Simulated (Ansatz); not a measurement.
# DyMgSb3: the cost of one run

Computed with Ansatz 0.2.0 (DFT PBE, scalar-relativistic, plane waves, PAW; 4f electrons in the core of a trivalent norm-conserving potential, unless a step's input says otherwise).

## 1. The starting structure

The structure is cubic, space group Pm-3m (No. 221). The conventional cell has a = 5.000 Å, b = 5.000 Å, c = 5.000 Å, α = 90.00°, β = 90.00°, γ = 90.00°. Around Dy (site symmetry m-3m) lie 6 Sb at 2.50 Å. Mg (site symmetry m-3m) has 12 Sb at 3.54 Å as nearest neighbours. Around Sb (site symmetry 4/mmm) lie 2 Dy at 2.50 Å.

As a file:

```cif
data_structure
_symmetry_space_group_name_H-M 'Pm-3m'
_symmetry_Int_Tables_number 221
_cell_length_a 5.0004
_cell_length_b 5.0004
_cell_length_c 5.0004
_cell_angle_alpha 90.000
_cell_angle_beta 90.000
_cell_angle_gamma 90.000
_cell_volume 125.03
loop_
_atom_site_label
_atom_site_type_symbol
_atom_site_symmetry_multiplicity
_atom_site_Wyckoff_symbol
_atom_site_fract_x
_atom_site_fract_y
_atom_site_fract_z
_atom_site_occupancy
Dy1 Dy 1 b 0.50000 0.50000 0.50000 1
Mg1 Mg 1 a 0.00000 0.00000 0.00000 1
Sb1 Sb 3 c 0.00000 0.50000 0.50000 1
```

A structure generator made this guess: species swapped into a database cell of ZnNi3N (Pm-3m, No. 221), with Mg on the Zn sites, Sb on the Ni sites and Dy on the N sites. Its size is a rough estimate.

## 2. Probe: one point on a coarse mesh

The input, input.yaml:

```yaml
crystal:
  lattice:
    - [5.00040163, 0.0, 0.0]
    - [0.0, 5.00040163, 0.0]
    - [0.0, 0.0, 5.00040163]
  atoms:
    - { symbol: Dy, position: [0.5, 0.5, 0.5] }
    - { symbol: Mg, position: [0.0, 0.0, 0.0] }
    - { symbol: Sb, position: [0.0, 0.5, 0.5] }
    - { symbol: Sb, position: [0.5, 0.5, 0.0] }
    - { symbol: Sb, position: [0.5, 0.0, 0.5] }
basis:
  ecutwfc: 630
kpoints:
  mp_grid: { grid: [4, 4, 4] }
hamiltonian:
  xc: pbe
  pseudopotentials:
    kind: paw
    azcp: { Dy: "pseudopotentials/pbe/nc/lanthanide_3plus/Dy.nc.azcp" }
scf:
  occupations: { method: gaussian, width: 0.1 }
  lower_state_search: "off"
output:
  forces: true
  stress: true
  eigenvalues: true
```

Started as:

```console
ansatz run input.yaml --threads 1 --pin off --max-ram 2560MiB --backend cpu --events-out ev --progress --plain --runs-dir out
```

What time and memory should one allow on 1 thread of Arm Neoverse V2, shared host?

About 5.5 s, with a peak of 0.42 GiB.
